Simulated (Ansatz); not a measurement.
**B2W: tests of the settings**

Aim, for B2W: see how the k-point mesh shifted by half a step moves the results.

Computed with Ansatz 0.2.0 (DFT r2SCAN, scalar-relativistic, plane waves, PAW, unless a step's input says otherwise).

**1. The system as given**

The structure is hexagonal, space group P6/mmm (No. 191). Conventional cell: a = 3.020 Å, b = 3.020 Å, c = 3.050 Å, α = 90.00°, β = 90.00°, γ = 120.00°. Around B (site symmetry -6m2) lie 3 B at 1.74 Å and 6 W at 2.32 Å. W (site symmetry 6/mmm) is surrounded by 12 B at 2.32 Å.

As a file:

```xyz
3
Lattice="3.0200 0.0000 0.0000 -1.5100 2.6154 0.0000 0.0000 0.0000 3.0500" Properties=species:S:1:pos:R:3 pbc="T T T"
B     0.0000    1.7436    1.5250
B     1.5100    0.8718    1.5250
W     0.0000    0.0000    0.0000
```

Source of the structure: the Crystallography Open Database. It is taken as it stands there.

**2. The base run, which the others are set against**

Input file input.yaml:

```yaml
crystal:
  lattice:
    - [3.0200014205, 0.0, 0.0]
    - [-1.5100007103, 2.6153979496, 0.0]
    - [0.0, 0.0, 3.05]
  atoms:
    - { symbol: B, position: [0.3333333333, 0.6666666667, 0.5] }
    - { symbol: B, position: [0.6666666667, 0.3333333333, 0.5] }
    - { symbol: W, position: [0.0, 0.0, 0.0] }
basis:
  ecutwfc: 500
kpoints:
  mp_grid: { grid: [18, 18, 14] }
hamiltonian:
  xc: r2scan
scf:
  occupations: { method: gaussian, width: 0.1 }
output:
  forces: true
  stress: true
  eigenvalues: true
  populations: true
```

It was run beforehand and gave: -3570.0971 eV/atom at zero smearing, pressure 32.61 GPa, largest force 0.000 eV/Å, no gap on the mesh, in 6 SCF cycles and 8.5 s.

**3. K-point mesh shifted by half a step: 6×6×4**

Input file input.yaml:

```yaml
crystal:
  lattice:
    - [3.0200014205, 0.0, 0.0]
    - [-1.5100007103, 2.6153979496, 0.0]
    - [0.0, 0.0, 3.05]
  atoms:
    - { symbol: B, position: [0.3333333333, 0.6666666667, 0.5] }
    - { symbol: B, position: [0.6666666667, 0.3333333333, 0.5] }
    - { symbol: W, position: [0.0, 0.0, 0.0] }
basis:
  ecutwfc: 500
kpoints:
  mp_grid: { grid: [6, 6, 4], shift: [0.5, 0.5, 0.5] }
hamiltonian:
  xc: r2scan
scf:
  occupations: { method: gaussian, width: 0.1 }
output:
  forces: true
  stress: true
  eigenvalues: true
```

**4. K-point mesh shifted by half a step: 6×6×6**

Edit input.yaml of step 3 so:

```diff
@@ -12,3 +12,3 @@
 kpoints:
-  mp_grid: { grid: [6, 6, 4], shift: [0.5, 0.5, 0.5] }
+  mp_grid: { grid: [6, 6, 6], shift: [0.5, 0.5, 0.5] }
 hamiltonian:
```

**5. K-point mesh shifted by half a step set to 12×12×10**

Edit input.yaml of step 4 so:

```diff
@@ -12,3 +12,3 @@
 kpoints:
-  mp_grid: { grid: [6, 6, 6], shift: [0.5, 0.5, 0.5] }
+  mp_grid: { grid: [12, 12, 10], shift: [0.5, 0.5, 0.5] }
 hamiltonian:
```

(Steps that only read results are left out.)

What results come out of these runs, taken together? Wanted: largest energy shift, k-point mesh shifted by half a step.

**Answer**, as computed:

| quantity | value |
| --- | --- |
| largest energy shift, k-point mesh shifted by half a step | 26.3 meV/atom at 6×6×4 |

**Reading.** The densest shifted mesh lands 0.37 meV/atom from the base run. The shift lowers the symmetry that the mesh keeps. The listed cell is far from this method's equilibrium (32.6 GPa, forces up to 0.00 eV/Å), so its values are not those of the relaxed crystal. Spin-orbit coupling is left out for W.
